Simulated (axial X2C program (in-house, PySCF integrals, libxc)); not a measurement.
# BiF⁻: from the state search to constants, part 2 of 2

Computed with an in-house X2C program for linear molecules on PySCF integrals; all-electron X2C, Bi dyall-acv3z, F dyall-av3z.

## 9. PBE0, 2c

State followed: Ω = 3/2 (excess of +ω over −ω: ω = 3/2). The scan is laid around 2.189 Å, a first estimate of the minimum, and this SCF restarts from the orbitals of the search.

The SCF at the reference distance of 2.189 Å:

```text
two-component X2C + atomic mean field  PBE0
basis functions 225  fitting functions 1191  grid points 5080
iter        total energy     max residual
   1     -21641.831624065     2.80e+01
   2     -21642.868505482     2.68e-01
   3     -21642.893087472     6.00e-01
   4     -21642.901791084     1.31e-01
   5     -21642.908623267     1.28e-01
   6     -21642.909610263     5.35e-02
   7     -21642.910210892     1.25e-02
   8     -21642.910233227     5.64e-03
   9     -21642.910235090     3.77e-04
  10     -21642.910235191     4.56e-04
  11     -21642.910235219     4.94e-05
  12     -21642.910235223     7.69e-05
  13     -21642.910235224     8.79e-06
converged
one-electron -29944.65368421  Coulomb 8556.45137258  exact exchange -101.94141242  xc functional -312.25273076  nuclear repulsion 180.58262977  atomic mean-field constant -21.09641018
```

Along the bond, energies from the lowest point:

| R (Å) | E (eV) | μ (D) | HOMO (eV) | LUMO (eV) | iterations |
| --- | --- | --- | --- | --- | --- |
| 1.904 | 0.5537 | -1.27 | 0.79 | 2.66 | 29 |
| 1.992 | 0.2153 | -1.90 | 0.71 | 2.63 | 26 |
| 2.058 | 0.0795 | -2.38 | 0.64 | 2.61 | 27 |
| 2.123 | 0.0144 | -2.85 | 0.57 | 2.58 | 22 |
| 2.189 | 0.0000 | -3.32 | 0.50 | 2.55 | 13 |
| 2.266 | 0.0276 | -3.86 | 0.41 | 2.50 | 25 |
| 2.342 | 0.0869 | -4.39 | 0.31 | 2.46 | 18 |
| 2.441 | 0.1905 | -5.07 | 0.19 | 2.40 | 22 |

Dipoles are positive if F is the positive end and refer to the centre of mass.

Outer spinors at the reference distance:

```tsv
ω	occupied	ε (eV)	atomic character	λ mixture
1/2	yes	-24.34	58% F s, 37% Bi d, 2% Bi f	70% σ, 30% π
-1/2	yes	-24.28	62% F s, 33% Bi d, 2% Bi f	72% σ, 28% π
3/2	yes	-21.96	100% Bi d	77% π, 23% δ
-3/2	yes	-21.92	100% Bi d	79% π, 21% δ
1/2	yes	-21.89	94% Bi d, 5% F s	63% σ, 37% π
-1/2	yes	-21.88	94% Bi d, 5% F s	65% σ, 35% π
5/2	yes	-21.87	100% Bi d	100% δ
-5/2	yes	-21.74	100% Bi d	100% δ
1/2	yes	-10.14	78% Bi s, 17% F p, 2% F s	100% σ
-1/2	yes	-9.52	76% Bi s, 19% F p, 2% F s	100% σ
1/2	yes	-4.71	74% F p, 16% Bi p, 7% Bi s	90% σ, 10% π
-1/2	yes	-4.57	76% F p, 15% Bi p, 6% Bi s	66% σ, 34% π
-1/2	yes	-4.34	88% F p, 6% Bi p, 3% Bi s	68% π, 32% σ
3/2	yes	-4.33	93% F p, 3% Bi p, 2% Bi f	100% π
1/2	yes	-4.27	92% F p, 4% Bi p	91% π, 9% σ
-3/2	yes	-4.14	94% F p, 2% Bi p, 2% Bi f	100% π
-1/2	yes	-0.76	86% Bi p, 9% F p, 2% Bi d	93% π, 7% σ
1/2	yes	-0.18	85% Bi p, 9% F p, 2% Bi d	86% π, 14% σ
3/2	yes	0.50	90% Bi p, 6% F p, 3% Bi d	100% π
-3/2	no	2.55	91% Bi p, 5% F p, 3% Bi d	100% π
1/2	no	2.64	78% Bi p, 16% Bi s, 3% Bi d	94% σ, 6% π
-1/2	no	2.86	82% Bi p, 11% Bi s, 3% Bi d	90% σ, 10% π
-1/2	no	3.12	97% Bi p, 2% Bi s	88% π, 12% σ
```

PBE0 fields in the half plane through the axis: z from -2.4 to 4.5 Å across, distance from the axis 0.15 to 2.25 Å upwards; Bi lies at z = 0 and F at z = 2.189 Å; the ELF is damped to zero where the density is low.

log10 density (e/bohr³). Ten even steps from '0' (-5.16 ) to '9' (1.95 ):
```
222333333333322221111000
223333444433332222221100
223344444444333333222110
233344455544444443332211
233445555554444544433211
233445666655555555443221
233455677765556766543321
234456789876567776543321
```

ELF. Ten even steps from '0' (0.00 ) to '9' (0.86 ):
```
002357788763100000000000
012467888863100000000000
012467888864100010000000
012467777763101232100000
002456554443114665310000
001354445432137997531000
001344576752169999741000
001344735373289149842000
```

Re = 2.179 Å, ωe = 369 cm⁻¹, ωexe = 2.96 cm⁻¹, Be = 0.2039 cm⁻¹, De = 1.83 eV, μ = -3.24 D.

## 10. HF, 2c

Output at 2.189 Å:

```text
two-component X2C + atomic mean field  HF
basis functions 225  fitting functions 1191  grid points 5080
iter        total energy     max residual
   1     -21636.481741713     1.08e+00
   2     -21636.521549337     1.37e-02
   3     -21636.522776905     4.38e-02
   4     -21636.523238505     7.43e-03
   5     -21636.523383865     5.77e-03
   6     -21636.523588835     1.40e-02
   7     -21636.523667532     7.52e-03
   8     -21636.523703918     4.41e-04
   9     -21636.523712581     1.81e-03
  10     -21636.523714875     9.73e-04
  11     -21636.523715474     5.76e-05
  12     -21636.523715611     2.12e-04
  13     -21636.523715638     7.56e-05
  14     -21636.523715642     6.01e-06
  15     -21636.523715643     1.35e-05
  16     -21636.523715643     4.28e-06
  17     -21636.523715643     4.10e-07
converged
one-electron -29945.05249992  Coulomb 8557.00827379  exact exchange -407.96570910  xc functional 0.00000000  nuclear repulsion 180.58262977  atomic mean-field constant -21.09641018
```

Re = 2.195 Å, ωe = 325 cm⁻¹, ωexe = 4.3 cm⁻¹, Be = 0.2009 cm⁻¹, De = 1.21 eV, μ = -3.84 D.

## 11. r2SCAN0, 2c

Output at 2.189 Å:

```text
two-component X2C + atomic mean field  r2SCAN0
basis functions 225  fitting functions 1191  grid points 5080
iter        total energy     max residual
   1     -21642.819957453     2.25e-01
   2     -21642.823928087     5.11e-03
   3     -21642.824123643     9.68e-03
   4     -21642.824142396     6.80e-04
   5     -21642.824144607     1.67e-03
   6     -21642.824145601     3.14e-04
   7     -21642.824145711     1.34e-04
   8     -21642.824145746     9.74e-05
   9     -21642.824145749     1.06e-05
converged
one-electron -29944.92494310  Coulomb 8556.75839034  exact exchange -101.95370422  xc functional -312.19010836  nuclear repulsion 180.58262977  atomic mean-field constant -21.09641018
```

Re = 2.160 Å, ωe = 382 cm⁻¹, ωexe = 3.11 cm⁻¹, Be = 0.2074 cm⁻¹, De = 1.80 eV, μ = -3.19 D.

## 12. MP2 and beyond, 2c

Correlated methods: 13 electrons correlated (frozen shells, counted by type: Bi 5 s, 4 p, 3 d, 1 f; F 1 s), 277 virtual spinors in MP2, 90 natural virtuals in coupled cluster.

Output of the correlated part at 2.189 Å:

```text
correlated 13  virtual 277  natural virtual 90  E(MP2) -0.369141281  MP2 remainder -0.021374180
iter   CCSD correlation   residual
   1     -0.344342634   1.38e-01
   2     -0.353533794   6.37e-02
   3     -0.356441593   2.53e-02
   4     -0.356472791   1.13e-02
   5     -0.356584844   6.31e-03
   6     -0.356673436   3.12e-03
   7     -0.356676968   1.49e-03
   8     -0.356679620   5.73e-04
   9     -0.356687914   2.47e-04
  10     -0.356684210   1.06e-04
  11     -0.356684467   4.51e-05
  12     -0.356683762   2.39e-05
  13     -0.356683650   1.19e-05
  14     -0.356683567   5.98e-06
  15     -0.356683583   3.24e-06
(T) -0.012167452  T1 0.0283  D1 0.0761  max T2 0.048
```

MP2: Re = 2.184 Å, ωe = 374 cm⁻¹, Be = 0.2029 cm⁻¹, De = 1.57 eV.

CCSD: Re = 2.178 Å, ωe = 375 cm⁻¹, ωexe = 3.3 cm⁻¹, Be = 0.204 cm⁻¹, De = 1.67 eV. T1 at Re = 0.020 (Lee–Taylor, the printed value over √2).

CCSD(T): Re = 2.183 Å, ωe = 375 cm⁻¹, ωexe = 3.13 cm⁻¹, Be = 0.2031 cm⁻¹, De = 1.67 eV. T1 at Re = 0.020 (Lee–Taylor, the printed value over √2).

## 13. A higher determinant, 2c

State: Ω = 1/2 (excess of +ω over −ω: ω = 1/2).

Output at the reference distance:

```text
two-component X2C + atomic mean field  PBE0
basis functions 225  fitting functions 1191  grid points 5080
iter        total energy     max residual
   1     -21641.776298880     2.71e+01
   2     -21642.829184773     2.63e-01
   3     -21642.852502641     6.45e-01
   4     -21642.863874342     1.34e-01
   5     -21642.871811671     1.50e-01
   6     -21642.873272319     5.68e-02
   7     -21642.873861206     1.25e-02
   8     -21642.873894924     6.72e-03
   9     -21642.873897936     1.03e-03
  10     -21642.873898426     1.17e-03
  11     -21642.873898647     1.59e-04
  12     -21642.873898735     3.11e-04
  13     -21642.873898743     3.48e-05
  14     -21642.873898744     2.00e-05
  15     -21642.873898744     6.58e-06
converged
one-electron -29940.91519491  Coulomb 8552.70457179  exact exchange -101.92975449  xc functional -312.21974072  nuclear repulsion 180.58262977  atomic mean-field constant -21.09641018
```

| R (Å) | E above the lowest PBE0 point (eV) |
| --- | --- |
| 1.904 | 1.680 |
| 1.992 | 1.317 |
| 2.058 | 1.151 |
| 2.123 | 1.047 |
| 2.189 | 0.989 |
| 2.266 | 0.961 |
| 2.342 | 0.963 |
| 2.441 | 0.995 |

No constants are quoted: too few points lie around the minimum for a second fit to confirm the first.

## 14. The 2c curves together

Energy (eV) of the followed determinant, 2c, from each level's lowest point:

| R (Å) | PBE0 | HF | MP2 | CCSD | CCSD(T) | r2SCAN0 |
| --- | --- | --- | --- | --- | --- | --- |
| 1.904 | 0.554 | 0.546 | 0.600 | n/a | n/a | 0.498 |
| 1.992 | 0.215 | 0.218 | 0.238 | 0.222 | 0.235 | 0.179 |
| 2.058 | 0.080 | 0.086 | 0.091 | 0.081 | 0.089 | 0.056 |
| 2.123 | 0.014 | 0.020 | 0.019 | 0.014 | 0.018 | 0.003 |
| 2.189 | 0.000 | 0.000 | 0.000 | 0.000 | 0.000 | 0.000 |
| 2.266 | 0.028 | 0.014 | 0.026 | 0.029 | 0.026 | 0.039 |
| 2.342 | 0.087 | 0.054 | 0.084 | 0.090 | 0.086 | 0.109 |
| 2.441 | 0.191 | 0.125 | 0.185 | 0.194 | 0.190 | 0.222 |

The whole job took 4.9 min on 1 thread of Arm Neoverse V1, shared host; peak memory 0.89 GiB.

## 15. Results

The summary covers parts 1 to 2.

Lowest determinant that the search found at its distance, spin-free: M_S = 1/2, Λ = 1 (beyond closed shells: π+α, π+β, π-α).

Lowest determinant that the search found at its distance, 2c: Ω = 3/2 (excess of +ω over −ω: ω = 3/2).

| Hamiltonian | level | Re (Å) | ωe (cm⁻¹) | De (eV) | μ (D) |
| --- | --- | --- | --- | --- | --- |
| spin-free | PBE0 | 2.107 | 450 | 1.69 | -2.38 |
| spin-free | HF | 2.093 | 457 | 0.825 | -2.67 |
| spin-free | MP2 | 2.122 | 446 | 1.33 | n/a |
| spin-free | CCSD | 2.115 | 448 | 1.51 | n/a |
| spin-free | CCSD(T) | 2.122 | 443 | 1.51 | n/a |
| spin-free | r2SCAN0 | 2.093 | 463 | 1.51 | -2.35 |
| 2c | PBE0 | 2.179 | 369 | 1.83 | -3.24 |
| 2c | HF | 2.195 | 325 | 1.21 | -3.84 |
| 2c | MP2 | 2.184 | 374 | 1.57 | n/a |
| 2c | CCSD | 2.178 | 375 | 1.67 | n/a |
| 2c | CCSD(T) | 2.183 | 375 | 1.67 | n/a |
| 2c | r2SCAN0 | 2.160 | 382 | 1.80 | -3.19 |

Dipoles are positive if F is the positive end and refer to the centre of mass.

Time per point (s) on 1 thread of Arm Neoverse V1, shared host (2c runs; CCSD comes with the CCSD(T) run); the times are rough: PBE0 2.4, HF 2.2, MP2 2.5, CCSD(T) 8, r2SCAN0 3.2.

**Reading.** At CCSD(T), going from spin-free to two-component changes Re by +61 mÅ, ωe by -15.4 %, so spin–orbit coupling matters for this bond. De moves by +0.16 eV; both De rest on single-determinant atoms, which can miss part of an open shell's spin–orbit lowering.

De refers to Bi + F-, each in the lowest determinant found, which need not be this curve's own limit. Each curve is one determinant whose occupation by symmetry is held fixed; it was picked as the lowest of a PBE0 search that is not exhaustive. De is counted from the lowest determinant-based energies of the atoms at the same level, without counterpoise correction. Density functionals use the spin component along the axis (collinear). Coupled cluster ran in a truncated set of natural virtual spinors; the MP2 energy of the rest was added. The meta-GGAs lack a current-density term, which matters for open shells with orbital currents, atoms included. With the outer-core shells frozen, correlated bond lengths of heavy atoms tend to come out a few hundredths of an ångström too long.
